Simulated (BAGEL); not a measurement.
# One shape, several levels: triplet C2H2ClFSi

Wanted: a comparison of 3 runs (UHF/STO-3G, ROHF/6-31G*, ROHF/cc-pVDZ) of triplet C2H2ClFSi. 

The calculation is run with BAGEL 1.2.2.

### 1 The structure to begin with

The species is C2H2ClFSi (7 atoms), meant as a triplet with charge 0. As SMILES of the parent species, `C#C[SiH](F)Cl`. Geometry: relaxed at PBE0-D4/def2-TZVP. That shape belongs to the parent species and isn't relaxed for this state.

Bond lengths: C1–C2 1.205 Å, C2–Si3 1.807 Å, Si3–F4 1.586 Å, Si3–Cl5 2.032 Å, C1–H6 1.067 Å, Si3–H7 1.471 Å. Angles: C1–C2–Si3 178.4°, C2–Si3–F4 108.8°, C2–Si3–Cl5 109.6°, F4–Si3–Cl5 108.4°, C2–C1–H6 179.7°, C2–Si3–H7 112.1°, F4–Si3–H7 108.5°, Cl5–Si3–H7 109.3°.

### 2 The energy at UHF/STO-3G (density fitting with qzvpp-jkfit) (run 1)

Input file input.json:

```json
{ "bagel": [

{
  "title": "molecule",
  "basis": "sto-3g",
  "df_basis": "qzvpp-jkfit",
  "angstrom": "true",
  "geometry": [
    { "atom": "C", "xyz": [   -0.001800,   -1.973300,   -0.343700 ] },
    { "atom": "C", "xyz": [    0.007300,   -0.792000,   -0.105200 ] },
    { "atom": "Si", "xyz": [    0.071900,    0.977400,    0.257200 ] },
    { "atom": "F", "xyz": [   -1.001600,    1.310800,    1.375500 ] },
    { "atom": "Cl", "xyz": [   -0.396700,    2.032400,   -1.414600 ] },
    { "atom": "H", "xyz": [   -0.014500,   -3.018400,   -0.556300 ] },
    { "atom": "H", "xyz": [    1.396500,    1.395000,    0.741300 ] }
  ]
},
{
  "title": "uhf",
  "nopen": 2
},
{
  "title": "print",
  "file": "orbitals.molden",
  "orbitals": "true"
}

]}
```

Command:

```sh
BAGEL_NUM_THREADS=1 BAGEL input.json > input.out
```

Standard output:

```text
* using 1 threads per process

  ===============================================================
  ===============================================================

  *** Geometry ***

[... 23 lines left out ...]
      * DIIS with orbital gradients will be used.

  === UHF iteration (sto-3g) ===
      0       -913.85794512          0.02286387           0.05
      1       -913.95479676          0.00538120           0.05
      2       -913.96602419          0.00280399           0.05
[... 54 lines of this table left out ...]
     57       -913.99361241          0.00000001           0.05
    * SCF iteration converged.

    * S^2 (UHF) is 2.0201

    * Permanent dipole moment:
           (   -0.527609,     0.852645,    -0.578604) a.u.

    * METHOD: UHF                                  3.04

    * METHOD: PRINT                                0.00

  ===============================================================
```

It took 3.6 s on 1 thread of Arm Neoverse V2, shared host; peak memory 0.084 GiB.

### 3 A single-point energy at ROHF/6-31G(d) (density fitting with qzvpp-jkfit, spherical functions) (run 2)

Input file hf.json:

```json
{ "bagel": [

{
  "title": "molecule",
  "basis": "6-31gs.json",
  "df_basis": "qzvpp-jkfit",
  "angstrom": true,
  "geometry": [
    { "atom": "C", "xyz": [   -0.001800,   -1.973300,   -0.343700 ] },
    { "atom": "C", "xyz": [    0.007300,   -0.792000,   -0.105200 ] },
    { "atom": "Si", "xyz": [    0.071900,    0.977400,    0.257200 ] },
    { "atom": "F", "xyz": [   -1.001600,    1.310800,    1.375500 ] },
    { "atom": "Cl", "xyz": [   -0.396700,    2.032400,   -1.414600 ] },
    { "atom": "H", "xyz": [   -0.014500,   -3.018400,   -0.556300 ] },
    { "atom": "H", "xyz": [    1.396500,    1.395000,    0.741300 ] }
  ]
},
{
  "title": "rohf",
  "nopen": 2
},
{
  "title": "print",
  "file": "orbitals.molden",
  "orbitals": true
}

]}
```

The basis set 6-31G* is read from a file made from the Basis Set Exchange's data (not shown).

Command:

```sh
BAGEL_NUM_THREADS=1 BAGEL hf.json > hf.out
```

Standard output:

```text
* using 1 threads per process

  ===============================================================
  ===============================================================

  *** Geometry ***

[... 23 lines left out ...]
      * DIIS with orbital gradients will be used.

  === ROHF iteration (6-31gs.json) ===
      0       -924.36391350          0.03591571           0.14
      1       -924.52552779          0.02183109           0.14
      2       -924.57976590          0.01263798           0.14
[... 91 lines of this table left out ...]
     94       -924.60325110          0.00000001           0.14
    * SCF iteration converged.

    * S^2 (ROHF) is 2.0000

    * Permanent dipole moment:
           (   -0.510248,     1.244215,     0.036378) a.u.

    * METHOD: ROHF                                13.17

    * METHOD: PRINT                                0.01

  ===============================================================
```

Run time: 14 s. Hardware: 1 thread of Arm Neoverse V2, shared host; peak memory 0.13 GiB.

### 4 A single-point energy at ROHF/cc-pVDZ (density fitting with qzvpp-jkfit) (run 3)

Input file input.json:

```json
{ "bagel" : [

{
  "title" : "molecule",
  "basis" : "cc-pvdz.json",
  "df_basis" : "qzvpp-jkfit",
  "angstrom" : true,
  "geometry" : [
    { "atom" : "C", "xyz" : [   -0.001800,   -1.973300,   -0.343700 ] },
    { "atom" : "C", "xyz" : [    0.007300,   -0.792000,   -0.105200 ] },
    { "atom" : "Si", "xyz" : [    0.071900,    0.977400,    0.257200 ] },
    { "atom" : "F", "xyz" : [   -1.001600,    1.310800,    1.375500 ] },
    { "atom" : "Cl", "xyz" : [   -0.396700,    2.032400,   -1.414600 ] },
    { "atom" : "H", "xyz" : [   -0.014500,   -3.018400,   -0.556300 ] },
    { "atom" : "H", "xyz" : [    1.396500,    1.395000,    0.741300 ] }
  ]
},
{
  "title" : "rohf",
  "nopen" : 2
},
{
  "title" : "print",
  "file" : "orbitals.molden",
  "orbitals" : true
}

]}
```

The basis set cc-pVDZ is read from a file made from the Basis Set Exchange's data (not shown).

Command:

```sh
BAGEL_NUM_THREADS=1 BAGEL input.json > input.out
```

Standard output:

```text
* using 1 threads per process

  ===============================================================
  ===============================================================

  *** Geometry ***

[... 23 lines left out ...]
      * DIIS with orbital gradients will be used.

  === ROHF iteration (cc-pvdz.json) ===
      0       -924.45082084          0.02349492           0.15
      1       -924.58536735          0.01439379           0.15
      2       -924.62307381          0.00826489           0.15
[... 64 lines of this table left out ...]
     67       -924.64318614          0.00000001           0.15
    * SCF iteration converged.

    * S^2 (ROHF) is 2.0000

    * Permanent dipole moment:
           (   -0.519134,     1.135183,     0.140049) a.u.

    * METHOD: ROHF                                10.25

    * METHOD: PRINT                                0.01

  ===============================================================
```

Run time: 11 s. Hardware: 1 thread of Arm Neoverse V2, shared host; peak memory 0.13 GiB.

### 5 The series

| run | level | energy (Eh) | dipole moment (D) | ⟨S²⟩ | wall time |
| --- | --- | --- | --- | --- | --- |
| 1 | UHF/STO-3G (density fitting with qzvpp-jkfit) | -913.993612 | 2.94 | 2.020 | 3.6 s |
| 2 | ROHF/6-31G* (density fitting with qzvpp-jkfit, spherical functions) | -924.603251 | 3.42 | 2.000 | 14 s |
| 3 | ROHF/cc-pVDZ (density fitting with qzvpp-jkfit) | -924.643186 | 3.19 | 2.000 | 11 s |

### 6 Outcome

| quantity | value |
| --- | --- |
| run 3: total energy | -924.64319 Eh |
| run 3: dipole moment | 3.19 D |
| run 3: ⟨S²⟩ | 2.000 |

The dipole moment (its size) runs from 2.94 D (UHF/STO-3G) to 3.42 D (ROHF/6-31G*). The two ends differ in method and basis. In run 1 the basis is minimal, so the values are rough. All runs together took 28 s, the longest 14 s.
